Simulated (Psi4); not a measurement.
**CH4Sb (SMILES [CH3][SbH]): levels of theory compared**

Wanted: a comparison of 4 runs (UHF/3-21G, UPBE0/def2-SVP, UMP2/def2-SVPD, UCCSD/3-21G) of CH4Sb. 

Program for the calculation: Psi4 1.11.

6 further runs of the same task are left out: 3 that didn't finish, 3 set aside as unsound or not needed.

## (1) The molecule

The species is CH4Sb (6 atoms), meant as a doublet with charge 0. As SMILES, `[CH3][SbH]`. The coordinates come from a PBE0-D4/def2-TZVP relaxation.

Bond lengths: C1–Sb2 2.162 Å, C1–H3 1.090 Å, C1–H4 1.089 Å, C1–H5 1.090 Å, Sb2–H6 1.716 Å. Angles: C1–Sb2–H6 92.8°, Sb2–C1–H3 109.9°, Sb2–C1–H4 109.1°, Sb2–C1–H5 109.9°, H3–C1–H4 109.4°, H3–C1–H5 109.1°, H4–C1–H5 109.5°.

## (2) Energy and gradient at UHF/3-21G (run 1)

The input, ch4sb.json:

```json
{
  "schema_name": "qcschema_input",
  "schema_version": 1,
  "molecule": {
    "schema_name": "qcschema_molecule",
    "schema_version": 2,
    "symbols": ["C", "Sb", "H", "H", "H", "H"],
    "geometry": [-0.41989714, -0.68823825, -0.87664395, 0.46846311, 0.05877048, 3.04075831, -1.71303673, 0.74908744, -1.58850378, -1.30598972, -2.54073677, -1.02423156, 1.30428897, -0.66064825, -2.00405456, 1.74610694, 2.96082289, 2.36518122],
    "molecular_charge": 0,
    "molecular_multiplicity": 2,
    "fix_symmetry": "c1"
  },
  "driver": "gradient",
  "model": {
    "method": "scf",
    "basis": "3-21G"
  },
  "keywords": {
    "reference": "uhf",
    "puream": true,
    "e_convergence": 1e-09,
    "d_convergence": 1e-08,
    "scf_type": "pk",
    "maxiter": 200,
    "scf_properties": ["MULLIKEN_CHARGES", "LOWDIN_CHARGES", "WIBERG_LOWDIN_INDICES"]
  }
}
```

The run is started by

```console
psi4 --qcschema ch4sb.json -n 1 --memory 1600MB
```

stdout:

```text
[...]
  Running in c1 symmetry.
[...]
  Nuclear repulsion =  131.544400417853097
[...]
  Multiplicity = 2
[...]
  Nalpha       = 31
  Nbeta        = 30
[...]
    Number of basis functions: 48
[...]
   @UHF iter   1: -6325.43260015058058   -3.14376e+00   1.04052e-02 ADIIS/DIIS
[...]
   @UHF iter  14: -6325.62626503157298   -2.72848e-12   5.78558e-09 DIIS
[...]
   @S^2 Observed:                7.594400270E-01
[...]
  @UHF Final Energy: -6325.62626503157298
   => Energetics <=
    Nuclear Repulsion Energy =            131.5444004178530975
    One-Electron Energy =               -8980.4752556419152825
    Two-Electron Energy =                2523.3045901924888312
    Total Energy =                      -6325.6262650315729843
  UHF NO Occupations:
  HONO-2 :   29  A 1.9980353
  HONO-1 :   30  A 1.9975560
[...]
  -Total Gradient:
     Atom            X                  Y                   Z
    ------   -----------------  -----------------  -----------------
       1        0.002433274316     0.002465919264     0.009143262660
       2       -0.000058812863     0.002940047081    -0.010513442073
       3       -0.003131316933     0.004671843295     0.000024066149
       4       -0.002147425414    -0.005183292377     0.002022447412
       5        0.005457848625     0.000669745548    -0.001158868816
       6       -0.002553567800    -0.005564262860     0.000482534518
[...]
```

The result, in JSON:

```text
{
 "driver": "gradient",
 "model": {
  "method": "scf",
  "basis": "3-21G"
 },
 "success": true,
 "return_result": [0.002433274316088252, 0.0024659192636627483, 0.009143262659752294, -5.881286337539732e-05, 0.0029400470814111013, -0.010513442072951087, -0.0031313169329270363, 0.004671843294855371, 2.4066148866977444e-05, -0.0021474254138927756, -0.0051832923770407935, 0.00202244741224405, 0.005457848625455453, 0.0006697455484157904, -0.001158868815719416, -0.002553567799722087, -0.005564262860465241, 0.0004825345175806517],
 "properties": {
  "calcinfo_nbasis": 48,
  "calcinfo_nmo": 48,
  "calcinfo_nalpha": 31,
  "calcinfo_nbeta": 30,
  "calcinfo_natom": 6,
  "nuclear_repulsion_energy": 131.5444004178531,
  "return_energy": -6325.626265031573,
  "return_gradient": [0.002433274316088252, 0.0024659192636627483, 0.009143262659752294, -5.881286337539732e-05, 0.0029400470814111013, -0.010513442072951087, -0.0031313169329270363, 0.004671843294855371, 2.4066148866977444e-05, -0.0021474254138927756, -0.0051832923770407935, 0.00202244741224405, 0.005457848625455453, 0.0006697455484157904, -0.001158868815719416, -0.002553567799722087, -0.005564262860465241, 0.0004825345175806517],
  "scf_one_electron_energy": -8980.475255641915,
  "scf_two_electron_energy": 2523.304590192489,
  "scf_dipole_moment": [-0.058052360956286186, -0.03139907231532968, -0.3151981001691677],
  "scf_total_energy": -6325.626265031573,
  "scf_total_gradient": [0.002433274316088252, 0.0024659192636627483, 0.009143262659752294, -5.881286337539732e-05, 0.0029400470814111013, -0.010513442072951087, -0.0031313169329270363, 0.004671843294855371, 2.4066148866977444e-05, -0.0021474254138927756, -0.0051832923770407935, 0.00202244741224405, 0.005457848625455453, 0.0006697455484157904, -0.001158868815719416, -0.002553567799722087, -0.005564262860465241, 0.0004825345175806517],
  "scf_iterations": 14
 }
}
```

Run time: 2.6 s. Hardware: 1 thread of Intel Xeon Platinum 8375C at 2.90GHz (Ice Lake), shared host; peak memory 0.2 GiB.

## (3) A single-point energy at UPBE0/def2-SVP (core potential) (run 2)

The input, run.py:

```python
import numpy as np
from ase.calculators.psi4 import Psi4
from ase import Atoms

mol = Atoms(['C', 'Sb', 'H', 'H', 'H', 'H'], positions=[
    [-0.222200, -0.364200, -0.463900],
    [0.247900, 0.031100, 1.609100],
    [-0.906500, 0.396400, -0.840600],
    [-0.691100, -1.344500, -0.542000],
    [0.690200, -0.349600, -1.060500],
    [0.924000, 1.566800, 1.251600],
])
calc = Psi4(atoms=mol, method='pbe0', basis='def2-SVP', memory='1600MB', num_threads=1, charge=0, multiplicity=2, label='ch4sb', reference='uks')
calc.psi4.set_options({'puream': True, 'e_convergence': 1e-09, 'd_convergence': 1e-08, 'scf_type': 'pk', 'dft_radial_points': 99, 'dft_spherical_points': 590, 'maxiter': 200})
mol.calc = calc

print(f'energy: {mol.get_potential_energy():.6f} eV')
```

The run is started by

```console
python run.py
```

ch4sb.dat:

```text
[...]
    !!!  WARNING: ECP capability is in beta. Please check occupations closely.  !!!
[...]
  Running in c1 symmetry.
[...]
  Nuclear repulsion =   65.498277813028523
[...]
  Multiplicity = 2
[...]
  Nalpha       = 17
  Nbeta        = 16
[...]
    Number of basis functions: 60
[...]
   @UKS iter   1:  -280.40522333493431   -1.77968e+00   1.10956e-02 ADIIS/DIIS
[...]
   @UKS iter  12:  -280.65116380666188   -4.94538e-12   6.05389e-09 DIIS
[...]
   @S^2 Observed:                7.541135580E-01
[...]
  @UKS Final Energy:  -280.65116380666188
   => Energetics <=
    Nuclear Repulsion Energy =             65.4982778130285226
    One-Electron Energy =                -603.8215835506543954
    Two-Electron Energy =                 277.6575577224228937
    DFT Exchange-Correlation Energy =     -19.9854157914589017
    Empirical Dispersion Energy =           0.0000000000000000
    VV10 Nonlocal Energy =                  0.0000000000000000
    Total Energy =                       -280.6511638066618843
[...]
 Multipole Moments:
 ------------------------------------------------------------------------------------
     Multipole            Electronic (a.u.)      Nuclear  (a.u.)        Total (a.u.)
 ------------------------------------------------------------------------------------
 L = 1.  Multiply by 2.5417464519 to convert [e a0] to [Debye]
 Dipole X            :          4.0772385           -4.1561181           -0.0788797
 Dipole Y            :          2.0255149           -2.1147617           -0.0892468
 Dipole Z            :         22.8216178          -23.0894279           -0.2678100
 Magnitude           :                                                    0.2931027
[...]
```

Standard output:

```text
energy: -7636.907157 eV
```

It took 17 s on 1 thread of Intel Xeon Platinum 8375C at 2.90GHz (Ice Lake), shared host; peak memory 0.79 GiB.

Run 3 isn't shown in full; the table further down has it.

## (4) The energy at UCCSD/3-21G (run 4)

The input, job.dat:

```
memory 1600 MB

molecule m {
  0 2
  C     -0.41989714    -0.68823825    -0.87664395
  Sb     0.46846311     0.05877048     3.04075831
  H     -1.71303673     0.74908744    -1.58850378
  H     -1.30598972    -2.54073677    -1.02423156
  H      1.30428897    -0.66064825    -2.00405456
  H      1.74610694     2.96082289     2.36518122
  units bohr
  symmetry c1
}

set basis 3-21G
set reference uhf
set puream true
set e_convergence 1e-09
set d_convergence 1e-08
set scf_type pk
set num_frozen_docc 19
set maxiter 200

E = energy('ccsd')
```

The run is started by

```console
psi4 job.dat job.out -n 1
```

job.out:

```text
[...]
  Running in c1 symmetry.
[...]
  Nuclear repulsion =  131.544400417853097
[...]
  Multiplicity = 2
[...]
  Nalpha       = 31
  Nbeta        = 30
[...]
    Number of basis functions: 48
[...]
   @UHF iter   1: -6325.43260015058058   -3.14376e+00   1.04052e-02 ADIIS/DIIS
[...]
   @UHF iter  14: -6325.62626503157298   -2.72848e-12   5.78558e-09 DIIS
[...]
   @S^2 Observed:                7.594400270E-01
[...]
  @UHF Final Energy: -6325.62626503157298
   => Energetics <=
    Nuclear Repulsion Energy =            131.5444004178530975
    One-Electron Energy =               -8980.4752556419152825
    Two-Electron Energy =                2523.3045901924888312
    Total Energy =                      -6325.6262650315729843
  UHF NO Occupations:
  HONO-2 :   29  A 1.9980353
  HONO-1 :   30  A 1.9975560
[...]
 Multipole Moments:
 ------------------------------------------------------------------------------------
     Multipole            Electronic (a.u.)      Nuclear  (a.u.)        Total (a.u.)
 ------------------------------------------------------------------------------------
 L = 1.  Multiply by 2.5417464519 to convert [e a0] to [Debye]
 Dipole X            :          1.5385889           -1.5966412           -0.0580524
 Dipole Y            :          0.3067649           -0.3381640           -0.0313991
 Dipole Z            :         10.1915155          -10.5067136           -0.3151981
 Magnitude           :                                                    0.3220339
[...]
      * MP2 total energy                      = -6325.759649605856794
[...]
      * CCSD total energy                     = -6325.786961708111448
[...]
```

It took 4.2 s on 1 thread of Intel Xeon Platinum 8375C at 2.90GHz (Ice Lake), shared host; peak memory 0.21 GiB.

## (5) All runs side by side

```csv
run,level,task,core potential,energy (Eh),HOMO energy (eV),LUMO energy (eV),⟨S²⟩,wall time
1,UHF/3-21G,gradient,none,-6325.626265,-8.23,0.81,0.759,2.6 s
2,UPBE0/def2-SVP (core potential),energy,def2,-280.651164,-5.85,-2.60,0.754,17 s
3,"UMP2/def2-SVPD (density fitting, core potential, density fitting for correlation)",energy,def2,-279.670639,-8.39,0.91,0.767,2.9 s
4,UCCSD/3-21G,energy,none,-6325.786962,-8.23,0.81,0.759,4.2 s
```

## (6) Outcome

| quantity | value |
| --- | --- |
| run 4: total energy | -6325.78696 Eh |
| run 4: HOMO energy (Hartree–Fock orbitals) (highest over α and β) | -8.23 eV |
| run 4: LUMO energy (Hartree–Fock orbitals) (lowest over α and β) | 0.81 eV |
| run 4: correlation energy (19 core orbitals frozen) | -160.7 mEh |
| run 4: ⟨S²⟩ of the reference determinant | 0.759 |
| run 4: T1 diagnostic | 0.010 |

In words: Some runs of one species differ in core potentials or relativity; totals across that change don't compare. In runs 1, 4 relativity is left out where basis or elements ask for it. All runs together took 27 s, the longest 17 s.
